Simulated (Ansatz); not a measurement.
# AlGaHP: the cost of one run

Program: Ansatz 0.2.0, Gaussian basis. Level of theory: cc-pVTZ, core rule «outside noble gas», up to 24 orbitals frozen. These are calculated values, not measurements.

Plan: UHF; CCSD(T) on RHF; CCSD(T) on UHF; BCCD(T) on RHF; CCSDT(Q) on RHF; CCSDT(Q) on UHF.

4 further runs of the same task are left out: 4 set aside as unsound or not needed. Runs told in other sessions of the task aren't counted.

### Step 1. What is computed

The geometry is a PBE0/def2-TZVP stationary point (not a proven minimum). No spin-orbit coupling is included. The filled d shell of Ga may be among the frozen orbitals whatever the setting's name suggests.

4 atoms, charge 0, spin multiplicity 1.

Atoms are counted from 1 here; the program's logs count them from 0.

Bond lengths: Al1–Ga2 2.709 Å, Ga2–P3 2.163 Å, P3–H4 1.441 Å. Angles: Al1–Ga2–P3 178.3°, Ga2–P3–H4 81.0°.

As a file:

```xyz
4

Al    0.0000   -0.2961    3.0555
Ga    0.0000   -0.3759    0.3481
P     0.0000   -0.3753   -1.8148
H     0.0000    1.0474   -1.5888
```

### Step 2. UHF

in.yaml reads:

```yaml
crystal:
  periodic: [false, false, false]
  atoms:
    - {symbol: Al, position_ang: [0.000014, -0.296100, 3.055479]}
    - {symbol: Ga, position_ang: [-0.000017, -0.375941, 0.348115]}
    - {symbol: P, position_ang: [0.000017, -0.375332, -1.814837]}
    - {symbol: H, position_ang: [-0.000014, 1.047374, -1.588757]}
basis:
  gaussian: {orbitals: cc-pVTZ}
magnetization: {spin_polarized: true, initial_magnetization: 0}
hamiltonian: {xc: hf}
output: {orbitals: {seedname: orbitals}}
```

Command:

```
$ ansatz run in.yaml --threads 1 --pin off --events-out ev --progress --plain --max-ram 2816MiB --backend cpu
```

**Question.** How long does this run take on 1 thread of AMD EPYC 7R13, shared host, and how much memory does it need?

About 37 s, with a peak of 0.35 GiB.
